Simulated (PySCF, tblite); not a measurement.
# C4H8Se2Si: geometry, infrared bands and NMR shifts

Aim: predict the infrared bands and NMR shifts of C4H8Se2Si (`C#CC[SiH2][Se][Se]C`).

The runs use tblite 0.8.0 and PySCF 2.14.0, with density-fitted response routines of our own; the level of theory stands in each step. All values are computed, except where a source is named. Atoms count from 0, in the outputs and in this text.

## 1. Starting geometry

15 atoms, charge 0, multiplicity 1; geometry from: force field or distance geometry start.

Bonds of the start (Å): C0–C1 1.22, C1–C2 1.46, C2–Si3 1.87, Si3–Se4 2.28, Se4–Se5 2.38, Se5–C6 1.95, C0–H7 1.07, C2–H8 1.12, C2–H9 1.10, Si3–H10 1.44, Si3–H11 1.48, C6–H12 1.11, C6–H13 1.12, C6–H14 1.11.

## 2. Optimising the geometry with GFN2-xTB

The job: settings as JSON, then the geometry in Å.

```
{"job": {"kind": "relax", "xc": "GFN2-xTB", "basis": "xTB"}, "charge": 0, "multiplicity": 1}
C      4.204300     0.025900    -1.208900
C      3.288900    -0.273400    -0.457500
C      2.220900    -0.627200     0.479400
Si     0.589800    -0.111300    -0.286700
Se    -0.800300     0.440400     1.440300
Se    -2.860900     1.368700     0.701400
C     -4.114800    -0.082500     0.371700
H      5.000100     0.318200    -1.862800
H      2.358300     0.038100     1.367600
H      2.254300    -1.690100     0.768500
H      0.707600     1.011700    -1.174200
H      0.061000    -1.255400    -1.053500
H     -5.010200     0.273100    -0.170100
H     -3.545800    -0.824600    -0.252400
H     -4.357700    -0.615000     1.315300
```

Command:

```console
$ OMP_NUM_THREADS=1 python probes_run.py task.json out
```

This one command runs all jobs of the session in turn.

The program printed:

```text
step      E/eV     max force
  0    -562.78002    1.923
  1    -562.83170    4.739
  2    -562.95693    0.925
  3    -562.99075    0.534
  4    -563.02770    0.600
  5    -563.04483    0.403
  6    -563.05338    0.209
  7    -563.06058    0.212
  8    -563.06866    0.267
  9    -563.07796    0.278
 10    -563.08756    0.287
 11    -563.09697    0.277
 12    -563.10518    0.229
 13    -563.11128    0.204
 14    -563.11634    0.209
 15    -563.12195    0.257
 16    -563.12793    0.223
 17    -563.13279    0.168
 18    -563.13550    0.116
 19    -563.13679    0.104
 20    -563.13784    0.104
 21    -563.13923    0.114
 22    -563.14071    0.118
 23    -563.14207    0.101
 24    -563.14318    0.085
 25    -563.14411    0.095
 26    -563.14486    0.090
 27    -563.14530    0.053
 28    -563.14549    0.029
 29    -563.14559    0.030
 30    -563.14569    0.030
 31    -563.14583    0.038
 32    -563.14599    0.035
 33    -563.14615    0.032
 34    -563.14630    0.038
 35    -563.14646    0.041
 36    -563.14661    0.031
 37    -563.14672    0.025
 38    -563.14680    0.027
 39    -563.14693    0.043
 40    -563.14713    0.057
 41    -563.14743    0.059
 42    -563.14776    0.059
 43    -563.14806    0.061
 44    -563.14834    0.047
 45    -563.14872    0.059
 46    -563.14932    0.068
 47    -563.15020    0.087
 48    -563.15132    0.108
 49    -563.15247    0.094
 50    -563.15352    0.084
 51    -563.15457    0.084
 52    -563.15572    0.109
 53    -563.15705    0.142
 54    -563.15873    0.137
 55    -563.16059    0.104
 56    -563.16209    0.105
 57    -563.16235    0.174
 58    -563.16380    0.095
 59    -563.16452    0.067
 60    -563.16589    0.044
 61    -563.16668    0.090
 62    -563.16715    0.090
 63    -563.16754    0.059
 64    -563.16808    0.060
 65    -563.16911    0.057
 66    -563.17002    0.072
 67    -563.17034    0.209
 68    -563.17117    0.064
 69    -563.17147    0.047
 70    -563.17199    0.038
 71    -563.17226    0.037
 72    -563.17254    0.040
 73    -563.17271    0.048
 74    -563.17287    0.042
 75    -563.17300    0.025
 76    -563.17310    0.021
 77    -563.17318    0.022
 78    -563.17324    0.022
 79    -563.17331    0.025
 80    -563.17339    0.025
 81    -563.17347    0.019
 82    -563.17355    0.018
 83    -563.17360    0.016
 84    -563.17365    0.018
 85    -563.17370    0.021
 86    -563.17377    0.023
 87    -563.17382    0.016
 88    -563.17386    0.015
 89    -563.17389    0.017
 90    -563.17393    0.018
 91    -563.17398    0.016
 92    -563.17404    0.024
 93    -563.17408    0.026
 94    -563.17413    0.025
 95    -563.17421    0.023
 96    -563.17431    0.026
 97    -563.17440    0.022
 98    -563.17446    0.022
 99    -563.17450    0.020
100    -563.17454    0.019
101    -563.17461    0.020
102    -563.17471    0.022
103    -563.17481    0.021
104    -563.17487    0.019
105    -563.17490    0.018
106    -563.17493    0.022
107    -563.17498    0.021
108    -563.17509    0.022
109    -563.17517    0.018
110    -563.17521    0.012
111    -563.17523    0.011
112    -563.17525    0.014
113    -563.17528    0.014
114    -563.17531    0.013
115    -563.17534    0.011
116    -563.17535    0.011
117    -563.17537    0.016
118    -563.17539    0.014
119    -563.17541    0.007
```

Run time: 1.2 s. Hardware: 1 thread of Intel Xeon, shared host; peak memory 0.18 GiB.

Along the way: (not every step is listed)

```
step  energy from step 0 (eV)  largest force (eV/Å)
   0                   0.0000                1.9229
   1                  -0.0517                4.7386
   2                  -0.1769                0.9247
   3                  -0.2107                0.5340
   4                  -0.2477                0.6000
   5                  -0.2648                0.4029
   6                  -0.2734                0.2094
   7                  -0.2806                0.2125
   8                  -0.2886                0.2669
  18                  -0.3555                0.1160
  28                  -0.3655                0.0288
  38                  -0.3668                0.0271
  48                  -0.3713                0.1085
  58                  -0.3838                0.0952
  68                  -0.3911                0.0637
  78                  -0.3932                0.0219
  88                  -0.3938                0.0150
  98                  -0.3944                0.0222
 108                  -0.3951                0.0217
 114                  -0.3953                0.0128
 115                  -0.3953                0.0112
 116                  -0.3953                0.0112
 117                  -0.3954                0.0158
 118                  -0.3954                0.0144
 119                  -0.3954                0.0071
```

Close pairs (by a distance rule), those that changed most:

```
   bond  before (Å)  after (Å)  change (Å)
Se4–Se5       2.378      2.305      -0.072
 C6–H13       1.124      1.087      -0.037
Si3–Se4       2.285      2.320      +0.036
 C2–Si3       1.874      1.907      +0.032
Si3–H10       1.436      1.463      +0.027
  C1–C2       1.464      1.439      -0.025
  C2–H8       1.118      1.093      -0.025
  C0–C1       1.222      1.197      -0.025
```

The next job starts from the end point, and lists it.

## 3. Infrared spectrum with GFN2-xTB

The job: settings as JSON, then the geometry in Å.

```
{"job": {"kind": "ir", "xc": "GFN2-xTB", "basis": "xTB"}, "charge": 0, "multiplicity": 1}
C      3.953177    -0.521936    -1.333709
C      3.121619    -0.444535    -0.476417
C      2.110970    -0.346803     0.543379
Si     0.482112     0.357060    -0.154532
Se    -0.936142     0.397638     1.681447
Se    -2.819320     1.296462     0.701532
C     -3.755124    -0.361855     0.219063
H      4.694814    -0.596487    -2.071332
H      2.474748     0.295392     1.350153
H      1.935736    -1.338036     0.970292
H      0.619936     1.720153    -0.668252
H     -0.097864    -0.517758    -1.178829
H     -4.728154    -0.073387    -0.168469
H     -3.189186    -0.891736    -0.543247
H     -3.871737    -0.977492     1.107010
```

The program printed:

```text
mode    cm-1     km/mol
  1      27.2      0.84
  2      33.4      0.62
  3      42.9      1.14
  4      50.8      1.51
  5     104.8      0.62
  6     122.3      0.01
  7     140.4      0.06
  8     158.1      0.89
  9     267.1      1.18
 10     290.8      1.26
 11     319.9     15.52
 12     400.8     14.24
 13     417.3     27.69
 14     531.4      5.31
 15     549.9     31.52
 16     625.5     24.83
 17     639.3     42.99
 18     670.0    544.81
 19     736.4      7.50
 20     763.1     42.29
 21     764.7    206.57
 22     859.9     37.95
 23     874.3      5.85
 24    1013.9     33.28
 25    1099.4      1.80
 26    1198.9     68.29
 27    1277.7      5.10
 28    1413.3      2.65
 29    1427.6      9.63
 30    1432.0      5.35
 31    2223.6    234.05
 32    2255.3    176.60
 33    2292.9     39.81
 34    2941.7     14.76
 35    2954.0     39.64
 36    3005.4      5.77
 37    3018.5      6.12
 38    3030.8     10.09
 39    3399.7      7.15
```

It took 0.68 s on 1 thread of Intel Xeon, shared host; peak memory 0.18 GiB.

The strongest bands and the atoms that carry them (share of the mass-weighted mode):

```
cm⁻¹  km/mol                         atoms
 639    43.0              H7 77 %, C0 12 %
 670   544.8  H11 42 %, H10 37 %, Si3 14 %
 763    42.3     H8 26 %, C2 26 %, H9 23 %
 765   206.6            H11 44 %, H10 38 %
1199    68.3     C2 34 %, H8 31 %, H9 31 %
2224   234.1                      H11 95 %
2255   176.6                      H10 95 %
2293    39.8              C1 59 %, C0 31 %
```

## 4. NMR shieldings: PBE0/pcSseg-1

The job, as its differences from that of step 3:

```diff
@@ -1,2 +1,2 @@
-{"job": {"kind": "ir", "xc": "GFN2-xTB", "basis": "xTB"}, "charge": 0, "multiplicity": 1}
+{"job": {"kind": "nmr", "xc": "PBE0", "basis": "pcSseg-1"}, "charge": 0, "multiplicity": 1}
 C      3.953177    -0.521936    -1.333709
```

Method: GIAO PBE0/pcSseg-1 NMR shielding, non-relativistic, gas phase.

The program printed:

```text
coarse grid: 61576 points
cycle   1  E = -5248.3256468087  dE = -1.389e+00  |g| = 1.006e+00  |ddm| = 4.017e+00
cycle   2  E = -5248.3341584476  dE = -8.512e-03  |g| = 6.557e-01  |ddm| = 9.611e-01
cycle   3  E = -5248.3798177786  dE = -4.566e-02  |g| = 1.741e-01  |ddm| = 5.846e-01
cycle   4  E = -5248.3849607213  dE = -5.143e-03  |g| = 8.602e-02  |ddm| = 2.069e-01
cycle   5  E = -5248.3867373051  dE = -1.777e-03  |g| = 2.013e-02  |ddm| = 6.801e-02
cycle   6  E = -5248.3868391464  dE = -1.018e-04  |g| = 4.241e-03  |ddm| = 2.037e-02
cycle   7  E = -5248.3868438840  dE = -4.738e-06  |g| = 9.410e-04  |ddm| = 4.583e-03
final grid: 125888 points
cycle   8  E = -5248.3868575774  dE =  2.186e-08  |g| = 1.063e-03  |ddm| = 2.891e-03
cycle   9  E = -5248.3868573462  dE =  2.312e-07  |g| = 1.421e-03  |ddm| = 2.357e-03
cycle  10  E = -5248.3868578507  dE = -5.045e-07  |g| = 3.170e-04  |ddm| = 1.365e-03
cycle  11  E = -5248.3868578759  dE = -2.523e-08  |g| = 3.571e-05  |ddm| = 2.461e-04
cycle  12  E = -5248.3868578763  dE = -3.965e-10  |g| = 9.508e-06  |ddm| = 5.010e-05
converged SCF energy = -5248.3868578763

GIAO shielding tensors (ppm)
atom      isotropic    diamagn.    paramagn.     s11        s22        s33       span
  0 C      112.528     255.980    -143.451     37.250     42.383    257.953    220.703
  1 C      104.481     257.326    -152.845      5.972     10.859    296.612    290.640
  2 C      182.790     254.324     -71.535    169.557    175.353    203.459     33.901
  3 Si     373.569     879.312    -505.743    338.617    362.567    419.524     80.907
  4 Se    1901.571    3001.124   -1099.553   1439.965   1727.480   2537.269   1097.304
  5 Se    1636.546    2998.116   -1361.571   1197.410   1575.733   2136.494    939.083
  6 C      162.859     247.385     -84.525    131.423    167.383    189.771     58.349
  7 H       30.366      33.270      -2.904     24.888     25.041     41.169     16.281
  8 H       29.636      27.035       2.601     23.243     30.791     34.874     11.631
  9 H       29.702      28.807       0.895     23.340     30.859     34.908     11.568
 10 H       26.776      29.056      -2.280     22.264     26.088     31.977      9.714
 11 H       26.713      29.832      -3.119     21.951     26.768     31.419      9.468
 12 H       30.054      27.358       2.696     23.777     25.884     40.500     16.724
 13 H       29.086      30.325      -1.239     22.832     27.944     36.482     13.651
 14 H       29.361      28.729       0.632     23.771     27.047     37.265     13.495
```

It took 66 s on 1 thread of Intel Xeon, shared host; peak memory 1 GiB.

Shifts follow as δ = σ(reference) − σ, with reference shieldings (ppm) from runs at the same level and on the same kind of geometry: ¹H TMS 31.72, ¹³C TMS 186.9, ²⁹Si TMS 349.2, ⁷⁷Se Me2Se 1758. The references are single molecules in the gas phase. Atoms listed in one row are averaged.

```
        atoms                                     environment  σ (ppm)  δ (ppm)
           C1                                   alkyne carbon    104.5     82.4
           C0                          terminal alkyne carbon    112.5     74.4
           C6                      methyl carbon bonded to Se    162.9     24.1
           C2                propargylic sp3 CH2 bonded to Si    182.8      4.1
     H10, H11           hydrogen on a silicon bonded to C, Se    26.74     4.97
H12, H13, H14        hydrogen on a methyl carbon bonded to Se    29.50     2.22
       H8, H9  hydrogen on a propargylic sp3 CH2 bonded to Si    29.67     2.05
           H7            hydrogen on a terminal alkyne carbon    30.37     1.35
          Si3                    silicon bonded to C, Se, 2 H    373.6    -24.4
          Se5                        selenium bonded to C, Se     1637      122
          Se4                       selenium bonded to Se, Si     1902     -143
```

Charges from the same density, by scheme (e):

```
atoms  Mulliken    IAO  Hirshfeld  ESP fit
   C0     -0.36  -0.26      -0.13    -0.37
   C1      0.14  -0.02      -0.04    -0.16
   C2     -0.46  -0.55      -0.14     0.12
  Si3      0.71   0.67       0.30     0.21
  Se4     -0.35  -0.21      -0.08    -0.21
  Se5     -0.11   0.07       0.03    -0.03
   C6     -0.32  -0.54      -0.14    -0.43
```

Mayer bond orders: C0–C1 2.52, C1–C2 1.12, C2–Si3 0.86, Si3–Se4 0.87, Se4–Se5 1.10, Se5–C6 0.99.

The fields below are evaluated on a grid from the run's orbitals.

Frontier orbitals at PBE0/pcSseg-1, with the share of their density that lies nearest to each atom:

```
orbital  energy (eV)                   lies on
   HOMO        -6.49        Se5 70 %; Se4 11 %
   LUMO        -1.36  Se4, Se5 about 42 % each
```

ELF in a plane through or near 9 of the atoms.

Ten even steps from '0' (0.00) to '9' (1.00):
```
0000000000000000000000000000
0000000000000001100000000000
0000000000000025530000000000
0000000003100157761000000000
0000000059820168872000000000
0000000089960152254100000000
0000000059951254534110000000
0000023236364472263110000000
0000246675287387662243000000
0000268639692055421565310000
0000367637461151001625872000
0003775775126993003828996000
0008992684019997006979996000
0009998663009999007955982000
0009996441009998004721420000
0000441110003761000000000000
0000000000000000000000000000
0000000000000000000000000000
0000000000000000000000000000
0000000000000000000000000000
```
The map spans 15.1 Å across and 8.7 Å up, centred on the molecule. Atoms in the plane (x, y in Å): C0 (-4.1, -0.8), C1 (-3.2, -0.1), C2 (-2.0, 0.8), Se4 (1.2, 1.6), C6 (3.7, -0.4), H7 (-4.9, -1.4), H8 (-2.3, 1.7), H11 (-0.1, -1.2), H12 (4.7, -0.8).

On the surface of density 0.002 e/bohr³ the electrostatic potential runs, from the 1st to the 99th percentile, from -0.77 V near Se5 to 1.17 V near H7.

## 5. Summary of results

```
                                                              quantity                       value
                             strongest single infrared mode (GFN2-xTB)        670 cm⁻¹, 545 km/mol
                                          zero-point energy (GFN2-xTB)               62.0 kcal/mol
                                ¹³C shifts against TMS (PBE0/pcSseg-1)   82.4, 74.4, 24.1, 4.1 ppm
¹H shifts against TMS (PBE0/pcSseg-1, means over atoms taken as alike)  4.97, 2.22, 2.05, 1.35 ppm
                               ²⁹Si shifts against TMS (PBE0/pcSseg-1)                   -24.4 ppm
                             ⁷⁷Se shifts against Me2Se (PBE0/pcSseg-1)               122, -143 ppm
                                 surface potential, 1st and 99th percentile          -0.77 V and 1.17 V
```

Over 119 steps the energy fell by 0.395 eV; of the close pairs, Se4–Se5 changed most, 2.378 to 2.305 Å. No mode is imaginary among the 39: a minimum at this level. The strongest single mode, at 670 cm⁻¹, moves mainly H11 and H10. GFN2-xTB is a fitted tight-binding method: band positions and strengths are rough. Its intensities can rank the bands wrongly. At PBE0/pcSseg-1: Shielding is most anisotropic at Se4 (span 1097 ppm, paramagnetic term -1100 ppm). By nearest atom (PBE0/pcSseg-1), the HOMO sits on Se5 70 %; Se4 11 % and the LUMO on Se4, Se5 about 42 % each. Spin-orbit coupling is left out, which matters for shieldings and couplings at and beside the heavy atoms.
